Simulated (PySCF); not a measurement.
# B2H8La (La(BH4)2+): the cost of one run

Computed with PySCF 2.14.0. Level: PBE0, La def2-SVP with ECP46, B def2-SVP, H def2-SVP; scalar-relativistic core potentials, no spin–orbit coupling.

1 further run of the same task is left out (for a known fault of the program).

**1. Starting geometry**

11 atoms, charge 1, spin multiplicity 1.

Bond lengths: La1–B2 2.567 Å, La1–H4 2.453 Å, La1–H5 2.453 Å, La1–H6 2.453 Å, La1–B7 2.567 Å, La1–H9 2.453 Å, La1–H10 2.453 Å, La1–H11 2.453 Å, B2–H3 1.200 Å, B2–H4 1.250 Å, B2–H5 1.250 Å, B2–H6 1.250 Å, B7–H8 1.200 Å, B7–H9 1.250 Å, B7–H10 1.250 Å, B7–H11 1.250 Å. Angles: B2–La1–H4 28.7°, B2–La1–H5 28.7°, B2–La1–H6 28.7°, B2–La1–B7 131.8°, B2–La1–H9 109.3°, B2–La1–H10 158.5°, B2–La1–H11 119.4°, H4–La1–H5 49.2°, H4–La1–H6 49.2°, H4–La1–B7 109.3°, H4–La1–H9 96.1°, H4–La1–H10 137.8°, H4–La1–H11 91.3°, H5–La1–H6 49.2°, H5–La1–B7 158.5°, H5–La1–H9 137.8°, H5–La1–H10 172.5°, H5–La1–H11 135.7° and more.

Coordinates:

```xyz
11
charge 1, multiplicity 1
La    0.0000    0.0000    0.0000
B     2.3429    0.0000    1.0485
H     3.4382    0.0000    1.5387
H     1.6228   -0.8335    1.6394
H     2.4284   -0.3051   -0.1607
H     1.8386    1.1386    1.1571
B    -2.3429    0.0000    1.0485
H    -3.4382    0.0000    1.5387
H    -1.6228    0.8335    1.6394
H    -2.4284    0.3051   -0.1607
H    -1.8386   -1.1386    1.1571
```

Formal oxidation states: La +3.

**2. SCF at the start, singlet**

Contents of run.py (the lines that set the calculation):

```python
mol = gto.M(atom='''
La     0.00000     0.00000     0.00000
B      2.34290     0.00000     1.04850
H      3.43820     0.00000     1.53870
H      1.62280    -0.83350     1.63940
H      2.42840    -0.30510    -0.16070
H      1.83860     1.13860     1.15710
B     -2.34290     0.00000     1.04850
H     -3.43820     0.00000     1.53870
H     -1.62280     0.83350     1.63940
H     -2.42840     0.30510    -0.16070
H     -1.83860    -1.13860     1.15710''',
    basis={'La': 'def2-SVP', 'B': 'def2-SVP', 'H': 'def2-SVP'},
    ecp={'La': 'def2-SVP'},
    charge=1, spin=0)
mf = dft.RKS(mol, xc='PBE0')
mf.grids.atom_grid = (50, 194)  # f atoms: unpruned, at least (60, 302)
mf = mf.density_fit()  # fitting sets: La def2-universal-JKFIT, B def2-universal-JKFIT, H def2-universal-JKFIT
mf.conv_tol = 1e-08; mf.max_cycle = 55
mf.kernel(dm0)  # dm0: free metal ions and neutral atoms
```

Launch:

```console
OMP_NUM_THREADS=2 python run.py
```

Q: Estimate wall time and peak memory on 2 threads of Arm Neoverse V2, shared host.

About 2.3 s, with a peak of 0.66 GiB.
